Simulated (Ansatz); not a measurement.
# Cu: the cost of one run

Method: DFT PBEsol, scalar-relativistic, in Ansatz 0.2.0.

### 1 The starting structure

The structure is cubic, space group Fm-3m (No. 225). Conventional cell: a = 3.615 Å, b = 3.615 Å, c = 3.615 Å, α = 90.00°, β = 90.00°, γ = 90.00°. Cu (site symmetry m-3m) has 12 Cu at 2.56 Å as nearest neighbours.

Coordinates:

```
CELL_PARAMETERS angstrom
0.00000 1.80750 1.80750
1.80750 0.00000 1.80750
1.80750 1.80750 0.00000
ATOMIC_POSITIONS crystal
Cu 0.00000 0.00000 0.00000
```

### 2 The deformed structure

Space group Fm-3m before, I4/mmm after.

### 3 LAPW, all electrons

input.yaml

```yaml
crystal:
  lattice:
    - [0.0, 1.8075, 1.77135]
    - [1.8075, 0.0, 1.77135]
    - [1.8075, 1.8075, 0.0]
  atoms:
    - { symbol: Cu, position: [0.0, 0.0, 0.0] }
kpoints:
  mp_grid: { grid: [17, 17, 17] }
  band_path:
    path:
      - [0.0, 0.0, 0.0]
      - [0.0, 0.5, 0.5]
      - [0.25, 0.75, 0.5]
      - [0.0, 0.5, 0.0]
      - [0.0, 0.0, 0.0]
      - [0.5, 0.5, 0.0]
      - [0.3801541025, 0.6198458975, 0.0]
      - [-0.3801541025, 0.3801541025, 0.0]
      - [0.0, 0.0, 0.0]
    npoints: 5
scf:
  occupations: { method: fermi_dirac, width: 0.03 }
hamiltonian:
  xc: pbesol
  pseudopotentials: { kind: all_electron, lapw: { basis_error: 0.00025 } }
output:
  forces: true
  stress: true
  eigenvalues: true
```

Launch:

```sh
> ansatz run input.yaml --threads 1 --pin off --max-ram 3072MiB --backend cpu --events-out ev --progress --plain --runs-dir out
```

**Question.** How long does this run take on 1 thread of Arm Neoverse V2, shared host, and how much memory does it need?

About 32 s, with a peak of 0.57 GiB.
